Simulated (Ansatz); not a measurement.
# BClH2O2 (built from SMILES OB(O)Cl): search for a transition state

Aim: find the saddle point of a 1,2-elimination that is to form O2–H4 and break B1–O2, O3–H4, prove it by its vibrations, and relax downhill on both sides to see what it joins.

Program: Ansatz 0.2.0, Gaussian basis. Level of theory: PBE0-D4, def2-SVP first, then def2-TZVP. These are calculated values, not measurements.

114 further runs of the same task are left out: 114 set aside as unsound or not needed.

### Step 1. Starting geometry

The guess: 6 atoms, charge 0, spin multiplicity 1.

Atoms are counted from 1 here; the program's logs count them from 0.

Bond lengths: B1–O3 1.275 Å, B1–Cl5 1.664 Å, O2–H6 0.960 Å. Angles: O3–B1–Cl5 145.4°.

As a file:

```xyz
6

B     0.2213    0.5905   -0.3488
O     0.0892   -0.9602    0.4480
O    -0.7847    0.3878   -1.1051
H    -0.7968   -0.7066   -0.4405
Cl    1.4264    1.6584    0.0703
H    -0.1554   -0.9700    1.3760
```

Distances that are to change: O2–H4 1.28 Å, B1–O2 1.75 Å, O3–H4 1.28 Å.

### Step 2. Constrained relaxation of the guess

hold/in.yaml reads:

```yaml
crystal:
  periodic: [false, false, false]
  atoms:
    - {symbol: B, position_ang: [0.221300, 0.590500, -0.348800]}
    - {symbol: O, position_ang: [0.089200, -0.960200, 0.448000]}
    - {symbol: O, position_ang: [-0.784700, 0.387800, -1.105100]}
    - {symbol: H, position_ang: [-0.796800, -0.706600, -0.440500]}
    - {symbol: Cl, position_ang: [1.426400, 1.658400, 0.070300]}
    - {symbol: H, position_ang: [-0.155400, -0.970000, 1.376000]}
basis:
  gaussian: {orbitals: def2-SVP}
hamiltonian: {xc: pbe0, dispersion: d4}
relax: {f_tol: 0.08, max_steps: 120, escape_saddle: false, constraints: [{distance: [1, 3]}, {distance: [0, 1]}, {distance: [2, 3]}]}
```

On the command line:

```
ansatz run in.yaml --threads 2 --pin off --events-out ev --progress --plain --max-ram 4352MiB
```

Output (excerpt; [...] marks lines left out):

```text
Functional definition: PBE0
  name "PBE0"
  cite "Adamo & Barone, J. Chem. Phys. 110, 6158 (1999) doi:10.1063/1.478522"
  cite "Perdew, Burke & Ernzerhof, Phys. Rev. Lett. 77, 3865 (1996) doi:10.1103/PhysRevLett.77.3865"
  parent pbe
[...]
731 factors; integrals over basis functions are off by at most 3.0e-4 eV
[...]
mean field -17310.17353802 eV, -636.1371442653 hartree, gradient 8.1e-5 eV, S^2 0.000000; 0 other end points of the search recorded, 0 dependent functions left out
[...]
reference -17310.17355695 eV, -636.1371449610 hartree; 20, 20 occupied and 50, 50 virtual orbitals, 731 factors
relax step   1: F+E_penalty+E_count = -17310.25797950 eV  Δ(F+E_penalty+E_count) = +0.000e0 eV  max|allowed force component| = 1.253e0 eV/Å  Δτ_max = 0.0000 Å  (25 SCF iters, accepted)
[...]
relax step   4: F+E_penalty+E_count = -17310.33749208 eV  Δ(F+E_penalty+E_count) = -3.366e-3 eV  max|allowed force component| = 1.581e-1 eV/Å  Δτ_max = 0.0103 Å  (32 SCF iters, accepted)
[...]
relax step   5: F+E_penalty+E_count = -17310.33935277 eV  Δ(F+E_penalty+E_count) = -1.861e-3 eV  max|allowed force component| = 5.288e-2 eV/Å  Δτ_max = 0.0133 Å  (32 SCF iters, accepted)
  distance O 1 - H 3 held at 1.280133 Å   reaction = +3.2584e-1 eV/Å
  distance B 0 - O 1 held at 1.748431 Å   reaction = +2.1530e0 eV/Å
  distance O 2 - H 3 held at 1.280450 Å   reaction = +6.3372e-1 eV/Å
731 factors; integrals over basis functions are off by at most 3.2e-4 eV
mean field -17310.25674350 eV, -636.1402020104 hartree, gradient 2.2e-5 eV, S^2 0.000000; 1 other end points of the search recorded, 0 dependent functions left out
[...]
reference -17310.25676237 eV, -636.1402027036 hartree; 20, 20 occupied and 50, 50 virtual orbitals, 731 factors
Total energy: -17310.33937163 eV, -636.1432385380 hartree
Atom 0 at     0.205597     0.558763    -0.348653 Å, force    -0.104314    -1.925150     0.976765 eV/Å
Atom 1 at     0.098204    -0.999036     0.437948 Å, force    -0.042238     1.971117    -1.216298 eV/Å
Atom 2 at    -0.797137     0.386376    -1.124926 Å, force    -0.032307    -0.516176     0.354621 eV/Å
Atom 3 at    -0.795025    -0.684902    -0.423564 Å, force     0.255482     0.467558    -0.115466 eV/Å
Atom 4 at     1.440883     1.677565     0.089544 Å, force    -0.026859    -0.024470    -0.009409 eV/Å
Atom 5 at    -0.152522    -0.938866     1.369551 Å, force    -0.049764     0.027122     0.009788 eV/Å
Dipole moment:    -0.004195    -0.090483     0.493863 e Å
```

Run time: 4.2 s. Hardware: 2 threads of Intel Xeon 6975P-C, shared host.

Step by step:

```
step  energy from step 1 (eV)  largest force component (eV/Å)
   1                   0.0000                          1.2529
   2                  -0.0510                          0.6710
   3                  -0.0761                          0.3494
   4                  -0.0795                          0.1581
   5                  -0.0814                          0.0529
```

Distances of close pairs at the start and the end, largest changes first:

| bond | before (Å) | after (Å) | change (Å) |
| --- | --- | --- | --- |
| B1–Cl5 | 1.664 | 1.723 | +0.059 |
| O2–H6 | 0.960 | 0.967 | +0.007 |
| B1–O3 | 1.275 | 1.280 | +0.005 |

### Step 3. Force constants to start from

hessian/in.yaml reads:

```yaml
crystal:
  periodic: [false, false, false]
  atoms:
    - {symbol: B, position_ang: [0.205597, 0.558763, -0.348653]}
    - {symbol: O, position_ang: [0.098204, -0.999036, 0.437948]}
    - {symbol: O, position_ang: [-0.797137, 0.386376, -1.124926]}
    - {symbol: H, position_ang: [-0.795025, -0.684902, -0.423564]}
    - {symbol: Cl, position_ang: [1.440883, 1.677565, 0.089544]}
    - {symbol: H, position_ang: [-0.152522, -0.938866, 1.369551]}
basis:
  gaussian: {orbitals: def2-SVP}
hamiltonian: {xc: pbe0, dispersion: d4}
phonons: {}
scf: {lower_state_search: off}
```

On the command line:

```
ansatz run in.yaml --threads 2 --pin off --events-out ev --progress --plain --max-ram 4352MiB
```

Output (excerpt; [...] marks lines left out):

```text
[... 5 set-up lines as earlier in the session ...]
[...]
729 factors; integrals over basis functions are off by at most 3.2e-4 eV
[...]
mean field -17310.25674305 eV, -636.1402019938 hartree, gradient 4.6e-6 eV, S^2 0.000000; 0 other end points of the search recorded, 0 dependent functions left out
[...]
reference -17310.25676191 eV, -636.1402026868 hartree; 20, 20 occupied and 50, 50 virtual orbitals, 729 factors
[... from here to the last solve, the lines of the solves are left out (35 solves) ...]
729 factors; integrals over basis functions are off by at most 3.2e-4 eV
mean field -17310.25656320 eV, -636.1401953843 hartree, gradient 1.2e-6 eV, S^2 0.000000; 0 other end points of the search recorded, 0 dependent functions left out
[...]
WARN: phonons: modes at or below zero, which the zero-point energy, F, S and C_V leave out: 1, the lowest at -1623.38 cm⁻¹. A minimum has none, and a first-order saddle one
Total energy: -17310.33937116 eV, -636.1432385206 hartree
Atom 0 at     0.205597     0.558763    -0.348653 Å, force    -0.104304    -1.925147     0.976771 eV/Å
Atom 1 at     0.098204    -0.999036     0.437948 Å, force    -0.042244     1.971111    -1.216263 eV/Å
Atom 2 at    -0.797137     0.386376    -1.124926 Å, force    -0.032316    -0.516172     0.354613 eV/Å
Atom 3 at    -0.795025    -0.684902    -0.423564 Å, force     0.255481     0.467555    -0.115467 eV/Å
Atom 4 at     1.440883     1.677565     0.089544 Å, force    -0.026859    -0.024468    -0.009412 eV/Å
Atom 5 at    -0.152522    -0.938866     1.369551 Å, force    -0.049758     0.027120     0.009758 eV/Å
Dipole moment:    -0.004196    -0.090482     0.493863 e Å
Vibrations: -1623.38 275.75 429.21 464.83 492.98 605.86 801.43 855.91 1318.37 1703.32 1944.89 3861.69 cm⁻¹, zero-point energy 0.790663 eV
Checks for a lower state left out: stability, starts, cluster_reference, orbital_swaps, neighbouring_geometries, increment
```

Wall time 17 s (2 threads of Intel Xeon 6975P-C, shared host).

The structure is not stationary yet, so these wavenumbers are no spectrum; the search needs only the force constants.

### Step 4. Saddle search in the small basis

The search itself is an outer loop (partitioned rational-function steps, Bofill update of the Hessian). Each step is one single-point run with forces. It stops when the largest force is under 0.03 eV/Å and the followed curvature is negative. The first step's input:

presaddle/in.yaml reads:

```yaml
crystal:
  periodic: [false, false, false]
  atoms:
    - {symbol: B, position_ang: [0.205597, 0.558763, -0.348653]}
    - {symbol: O, position_ang: [0.098204, -0.999036, 0.437948]}
    - {symbol: O, position_ang: [-0.797137, 0.386376, -1.124926]}
    - {symbol: H, position_ang: [-0.795025, -0.684902, -0.423564]}
    - {symbol: Cl, position_ang: [1.440883, 1.677565, 0.089544]}
    - {symbol: H, position_ang: [-0.152522, -0.938866, 1.369551]}
basis:
  gaussian: {orbitals: def2-SVP}
hamiltonian: {xc: pbe0, dispersion: d4}
output: {forces: true}
scf: {lower_state_search: off}
```

On the command line:

```
ansatz run in.yaml --threads 2 --pin off --events-out ev --progress --plain --max-ram 4352MiB
```

Step by step:

```csv
step,energy (eV),largest force (eV/Å),followed curvature (eV/Å²)
1,-17310.33936,1.9711,-17.08
2,-17310.54997,0.6815,-17.50
3,-17310.55661,0.3454,-16.91
4,-17310.55898,0.1323,-16.48
5,-17310.56144,0.0315,-16.32
6,-17310.56147,0.0065,-15.56
```

The 6 steps took 3.2 s in all (2 threads of Intel Xeon 6975P-C, shared host).

### Step 5. Saddle search in triple zeta

The search itself is an outer loop (partitioned rational-function steps, Bofill update of the Hessian). Each step is one single-point run with forces. It stops when the largest force is under 0.008 eV/Å and the followed curvature is negative. The first step's input:

saddle/in.yaml reads:

```yaml
crystal:
  periodic: [false, false, false]
  atoms:
    - {symbol: B, position_ang: [0.173936, 0.498039, -0.344775]}
    - {symbol: O, position_ang: [0.096794, -0.884558, 0.370505]}
    - {symbol: O, position_ang: [-0.808494, 0.421112, -1.150644]}
    - {symbol: H, position_ang: [-0.764931, -0.769067, -0.337347]}
    - {symbol: Cl, position_ang: [1.431117, 1.603791, 0.149634]}
    - {symbol: H, position_ang: [-0.128423, -0.869418, 1.312527]}
basis:
  gaussian: {orbitals: def2-TZVP}
hamiltonian: {xc: pbe0, dispersion: d4}
output: {forces: true}
scf: {lower_state_search: off}
```

On the command line:

```
ansatz run in.yaml --threads 2 --pin off --events-out ev --progress --plain --max-ram 4352MiB
```

The driver's record:

```csv
step,energy (eV),largest force (eV/Å),followed curvature (eV/Å²)
1,-17320.50078,0.1791,-15.56
2,-17320.50226,0.0726,-15.46
3,-17320.50246,0.0230,-14.45
4,-17320.50246,0.0127,-15.25
5,-17320.50248,0.0021,-15.20
```

The 5 steps took 6.6 s in all (2 threads of Intel Xeon 6975P-C, shared host).

The point found:

```mol
BClH2O2
  3D, bonds by distance, orders not assigned

  6  5  0  0  0  0  0  0  0  0999 V2000
    0.1736    0.4990   -0.3418 B   0  0
    0.0898   -0.8799    0.3730 O   0  0
   -0.8010    0.4200   -1.1616 O   0  0
   -0.7722   -0.7631   -0.3353 H   0  0
    1.4257    1.6019    0.1493 Cl  0  0
   -0.1159   -0.8779    1.3163 H   0  0
  1  2  8  0
  1  3  8  0
  1  5  8  0
  2  4  8  0
  2  6  8  0
M  END
```

Followed mode, largest move set to 1: H4 (0.32, -0.54, 0.78); B1 (-0.10, 0.34, -0.33); O3 (0.08, 0.39, -0.25); O2 (-0.25, -0.08, -0.16).

### Step 6. Checking the order of the point

vib/in.yaml reads:

```yaml
crystal:
  periodic: [false, false, false]
  atoms:
    - {symbol: B, position_ang: [0.173647, 0.498952, -0.341770]}
    - {symbol: O, position_ang: [0.089757, -0.879868, 0.372951]}
    - {symbol: O, position_ang: [-0.801041, 0.419987, -1.161567]}
    - {symbol: H, position_ang: [-0.772189, -0.763129, -0.335327]}
    - {symbol: Cl, position_ang: [1.425725, 1.601892, 0.149267]}
    - {symbol: H, position_ang: [-0.115898, -0.877935, 1.316346]}
basis:
  gaussian: {orbitals: def2-TZVP}
hamiltonian: {xc: pbe0, dispersion: d4}
phonons: {temperatures: {t_min: 298.15, t_max: 900, t_step: 200}}
```

On the command line:

```
ansatz run in.yaml --threads 2 --pin off --events-out ev --progress --plain --max-ram 4352MiB
```

Output (excerpt; [...] marks lines left out):

```text
[... 5 set-up lines as earlier in the session ...]
[...]
827 factors; their error is unknown
[...]
mean field -17320.42129866 eV, -636.5137425225 hartree, gradient 2.7e-5 eV, S^2 0.000000; 0 other end points of the search recorded, 0 dependent functions left out
[...]
reference -17320.42132374 eV, -636.5137434440 hartree; 20, 20 occupied and 122, 122 virtual orbitals, 827 factors
[... from here to the last solve, the lines of the solves are left out (35 solves) ...]
827 factors; their error is unknown
mean field -17320.42114751 eV, -636.5137369678 hartree, gradient 2.4e-6 eV, S^2 0.000000; 0 other end points of the search recorded, 0 dependent functions left out
[...]
reference -17320.42117257 eV, -636.5137378890 hartree; 20, 20 occupied and 122, 122 virtual orbitals, 827 factors
WARN: phonons: modes at or below zero, which the zero-point energy, F, S and C_V leave out: 1, the lowest at -1253.74 cm⁻¹. A minimum has none, and a first-order saddle one
Total energy: -17320.50247520 eV, -636.5167257055 hartree
Atom 0 at     0.173647     0.498952    -0.341770 Å, force     0.001149     0.000326     0.001401 eV/Å
Atom 1 at     0.089757    -0.879868     0.372951 Å, force    -0.000019    -0.000205     0.001934 eV/Å
Atom 2 at    -0.801041     0.419987    -1.161567 Å, force    -0.001813    -0.000170    -0.002105 eV/Å
Atom 3 at    -0.772189    -0.763129    -0.335327 Å, force     0.000054     0.000478     0.000104 eV/Å
Atom 4 at     1.425725     1.601892     0.149267 Å, force    -0.000058    -0.000495     0.000264 eV/Å
Atom 5 at    -0.115898    -0.877935     1.316346 Å, force     0.000687     0.000065    -0.001598 eV/Å
Dipole moment:     0.022318    -0.405653     0.697381 e Å
Vibrations: -1253.74 304.67 429.80 493.06 527.88 810.05 838.29 914.96 1332.49 1669.28 2241.38 3815.14 cm⁻¹, zero-point energy 0.829268 eV
```

Run time: 39 s. Hardware: 2 threads of Intel Xeon 6975P-C, shared host.

The modes, with what each moves most:

```csv
mode,wavenumber (cm⁻¹),character
1,1254i,"changes O2–H4, O3–H4"
2,305,bend
3,430,torsion with out-of-plane bend
4,493,B–Cl stretch with bend
5,528,torsion with bend
6,810,B–O stretch with bend
7,838,bend with B–Cl stretch
8,915,bend
9,1332,bend
10,1669,B–O stretch
11,2241,O–H stretch with bend
12,3815,O–H stretch
```

Vibrational sums (real modes only):

```csv
T (K),entropy (J/mol/K),heat capacity (J/mol/K)
298,17.0,31.0
498,37.6,49.3
698,56.1,60.3
898,72.3,67.6
```

### Step 7. Relaxing after a step of 0.30 Å one way along the mode

downa/in.yaml reads:

```yaml
crystal:
  periodic: [false, false, false]
  atoms:
    - {symbol: B, position_ang: [0.143249, 0.601063, -0.441642]}
    - {symbol: O, position_ang: [0.014963, -0.902624, 0.326327]}
    - {symbol: O, position_ang: [-0.778449, 0.535749, -1.235496]}
    - {symbol: H, position_ang: [-0.676812, -0.924662, -0.101211]}
    - {symbol: Cl, position_ang: [1.443134, 1.595503, 0.167841]}
    - {symbol: H, position_ang: [-0.146085, -0.905129, 1.284079]}
basis:
  gaussian: {orbitals: def2-TZVP}
hamiltonian: {xc: pbe0, dispersion: d4}
relax: {f_tol: 0.005, max_steps: 200}
```

On the command line:

```
ansatz run in.yaml --threads 2 --pin off --events-out ev --progress --plain --max-ram 4352MiB
```

Output (excerpt; [...] marks lines left out):

```text
[... 5 set-up lines as earlier in the session ...]
[...]
827 factors; their error is unknown
[...]
mean field -17319.59134922 eV, -636.4832424431 hartree, gradient 1.6e-5 eV, S^2 0.000000; 0 other end points of the search recorded, 0 dependent functions left out
[...]
reference -17319.59137483 eV, -636.4832433843 hartree; 20, 20 occupied and 122, 122 virtual orbitals, 827 factors
relax step   1: F+E_penalty+E_count = -17319.67629138 eV  Δ(F+E_penalty+E_count) = +0.000e0 eV  max|allowed force component| = 1.204e1 eV/Å  Δτ_max = 0.0000 Å  (27 SCF iters, accepted)
[...]
827 factors; their error is unknown
mean field -17320.74422500 eV, -636.5256098466 hartree, gradient 1.6e-5 eV, S^2 0.000000; 1 other end points of the search recorded, 0 dependent functions left out
[...]
reference -17320.74425138 eV, -636.5256108161 hartree; 20, 20 occupied and 122, 122 virtual orbitals, 827 factors
Total energy: -17320.82913469 eV, -636.5287302204 hartree
Atom 0 at     0.105986     0.625751    -0.512621 Å, force     0.001120     0.000493     0.000518 eV/Å
Atom 1 at    -0.001156    -0.836868     0.311056 Å, force    -0.000592     0.000320     0.002345 eV/Å
Atom 2 at    -0.711733     0.706535    -1.430425 Å, force    -0.001670    -0.000208    -0.001538 eV/Å
Atom 3 at    -0.864175    -1.185868     0.044800 Å, force     0.000079    -0.000052    -0.001176 eV/Å
Atom 4 at     1.387853     1.507374     0.313885 Å, force     0.000271    -0.000394     0.000441 eV/Å
Atom 5 at     0.083225    -0.817025     1.273203 Å, force     0.000791    -0.000159    -0.000590 eV/Å
Dipole moment:    -0.047298    -0.778778     0.916430 e Å
```

Run time: 21 s. Hardware: 2 threads of Intel Xeon 6975P-C, shared host.

The steps of the relaxation:

```csv
step,energy from step 1 (eV),largest force component (eV/Å)
1,0.0000,12.0361
2,-1.0553,1.0969
3,-1.0884,0.5246
4,-1.1111,0.6208
5,-1.1369,0.5230
6,-1.1416,0.3946
7,-1.1418,0.4589
8,-1.1513,0.0832
9,-1.1525,0.0346
10,-1.1525,0.0533
11,-1.1528,0.0069
12,-1.1528,0.0044
13,-1.1528,0.0023
```

Distances of close pairs at the start and the end, largest changes first:

```
  bond  before (Å)  after (Å)  change (Å)
 O2–H4       0.814      0.968      +0.155
B1–Cl5       1.746      1.762      +0.015
 B1–O3       1.218      1.232      +0.014
 B1–O2       1.693      1.682      -0.011
 O2–H6       0.971      0.966      -0.005
```

### Step 8. Relaxing after a step of 0.30 Å the other way along the mode

downb/in.yaml reads:

```yaml
crystal:
  periodic: [false, false, false]
  atoms:
    - {symbol: B, position_ang: [0.204044, 0.396840, -0.241899]}
    - {symbol: O, position_ang: [0.164551, -0.857111, 0.419574]}
    - {symbol: O, position_ang: [-0.823634, 0.304225, -1.087638]}
    - {symbol: H, position_ang: [-0.867566, -0.601595, -0.569443]}
    - {symbol: Cl, position_ang: [1.408316, 1.608282, 0.130693]}
    - {symbol: H, position_ang: [-0.085712, -0.850740, 1.348613]}
basis:
  gaussian: {orbitals: def2-TZVP}
hamiltonian: {xc: pbe0, dispersion: d4}
relax: {f_tol: 0.005, max_steps: 200}
```

On the command line:

```
ansatz run in.yaml --threads 2 --pin off --events-out ev --progress --plain --max-ram 4352MiB
```

Output (excerpt; [...] marks lines left out):

```text
[... 5 set-up lines as earlier in the session ...]
[...]
827 factors; their error is unknown
[...]
mean field -17321.22799343 eV, -636.5433880085 hartree, gradient 2.6e-5 eV, S^2 0.000000; 0 other end points of the search recorded, 0 dependent functions left out
[...]
reference -17321.22801801 eV, -636.5433889118 hartree; 20, 20 occupied and 122, 122 virtual orbitals, 827 factors
relax step   1: F+E_penalty+E_count = -17321.30822791 eV  Δ(F+E_penalty+E_count) = +0.000e0 eV  max|allowed force component| = 2.032e0 eV/Å  Δτ_max = 0.0000 Å  (26 SCF iters, accepted)
[...]
827 factors; their error is unknown
[...]
mean field -17322.83532067 eV, -636.6024561951 hartree, gradient 1.5e-5 eV, S^2 0.000000; 1 other end points of the search recorded, 0 dependent functions left out
[...]
reference -17322.83534543 eV, -636.6024571051 hartree; 20, 20 occupied and 122, 122 virtual orbitals, 827 factors
Total energy: -17322.91782303 eV, -636.6054881009 hartree
Atom 0 at     0.101386     0.220328    -0.079676 Å, force     0.001162     0.001179     0.000213 eV/Å
Atom 1 at    -0.014985    -0.823731     0.778868 Å, force     0.000776     0.002539    -0.001361 eV/Å
Atom 2 at    -0.671683     0.304588    -1.181655 Å, force     0.000973    -0.000283     0.000633 eV/Å
Atom 3 at    -1.275360    -0.440339    -1.257008 Å, force    -0.001482    -0.001014    -0.000179 eV/Å
Atom 4 at     1.274386     1.513948     0.214262 Å, force    -0.001386    -0.002389     0.000887 eV/Å
Atom 5 at     0.586254    -0.774893     1.525109 Å, force    -0.000043    -0.000032    -0.000193 eV/Å
Dipole moment:    -0.100891    -0.343295     0.199424 e Å
```

Run time: 16 s. Hardware: 2 threads of Intel Xeon 6975P-C, shared host.

Along the way:

| step | energy from step 1 (eV) | largest force component (eV/Å) |
| --- | --- | --- |
| 1 | 0.0000 | 2.0316 |
| 2 | -0.3531 | 2.1908 |
| 3 | -0.8780 | 1.4415 |
| 4 | -1.1889 | 1.4886 |
| 5 | -1.4190 | 1.4492 |
| 6 | -1.5230 | 1.2163 |
| 7 | -1.5831 | 1.0113 |
| 8 | -1.6093 | 0.1218 |
| 9 | -1.6095 | 0.0318 |
| 10 | -1.6096 | 0.0025 |

Distances of close pairs at the start and the end, largest changes first:

```csv
bond,before (Å),after (Å),change (Å)
O3–H4,1.044,0.962,-0.083
B1–O2,1.418,1.357,-0.062
B1–Cl5,1.748,1.771,+0.022
B1–O3,1.334,1.349,+0.015
O2–H6,0.962,0.960,-0.003
```

### Step 9. What the saddle joins

| pair | start side (Å) | saddle (Å) | end side (Å) |
| --- | --- | --- | --- |
| O2–H4 | 2.425 | 1.122 | 0.968 |
| B1–O2 | 1.357 | 1.555 | 1.682 |
| O3–H4 | 0.962 | 1.443 | 2.404 |

### Step 10. What came out

| quantity | value |
| --- | --- |
| imaginary mode | 1254i cm⁻¹ |
| barrier from the start side | 2.415 eV |
| barrier from the end side | 0.327 eV |
| energy of the step | +2.089 eV |
| pairs that change | O2–H4 formed, B1–O2 loosened, O3–H4 broken |
| zero-point energy at the saddle | 0.829 eV |

One imaginary mode, 1254i cm⁻¹, makes this a first-order saddle. Going downhill both ways gives the intended start and end. A bond meant to break is only loosened at the end: the products stay bound as an adduct. At PBE0-D4/def2-TZVP the electronic barrier is 2.415 eV, about 94 kT at 298 K, and the step runs 2.089 eV uphill. The barrier is thin enough for tunnelling; the leading (Wigner) term alone is a factor of 2.5 at 298 K. A step off the saddle overshot and began above it in energy, so the link to its end is likely but not proven.
